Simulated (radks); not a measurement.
**Cu³⁺ in [Ar] 3d8: an all-electron calculation**

What are the levels of the copper ion Cu3+, how large are its shells, and how does its energy divide?

Program: radks (a radial shooting solver on a logarithmic mesh, Libxc functionals) version 1. Level of theory: scalar-relativistic Kohn-Sham, PBEsol, spin-polarised, spherical densities, finite nucleus; open shells are filled with parallel spins first. These are calculated values, not measurements, unless marked.

### Step 1. Starting point

* element: copper (Z = 29)
* charge: +3
* electrons: 26
* configuration: [Ar] 3d8
* nuclear rms radius: 3.8823 fm

The outer shells:

Cu³⁺
```
[Ar] core
3d [↑↓][↑↓][↑↓][↑ ][↑ ]
```

### Step 2. Self-consistent calculation

Settings of this run:

```text
Z 29
configuration [Ar] 3d8 4s0 4p0 4d0 4f0
relativity scalar-relativistic
functional pbe_sol,pbe_sol
spin polarised
nucleus finite rms 3.8823 fm
c 137.035999084
```

Q: Predict the outcome of this run.

The runs gave:

| quantity | value |
| --- | --- |
| total energy | -1651.01147 hartree |
| exchange-correlation share of it | 3.93 % |
| −T/E | 1.0148 |
| highest occupied level | 3d down, -47.616 eV |
| most extended occupied level | 3d down, <r> = 0.863 bohr |
| radius at density 0.001 e/bohr³ | 2.64 bohr |
| maxima of the radial density | 3 |
| ionisation energy, NIST | 57.38 (semi-emp.) eV |

What this shows: 3 principal shells are occupied and 3 maxima appear in the radial density. −T/E is 1.015: with relativity the kinetic term as defined here no longer equals −E. The top level binds by 47.616 eV, 83 % of the NIST ionisation energy of 57.38 eV; the potential of a semilocal functional falls off too fast, so its top eigenvalue is too shallow. Open shells are spherical and high-spin; term and fine-structure splittings are not resolved.
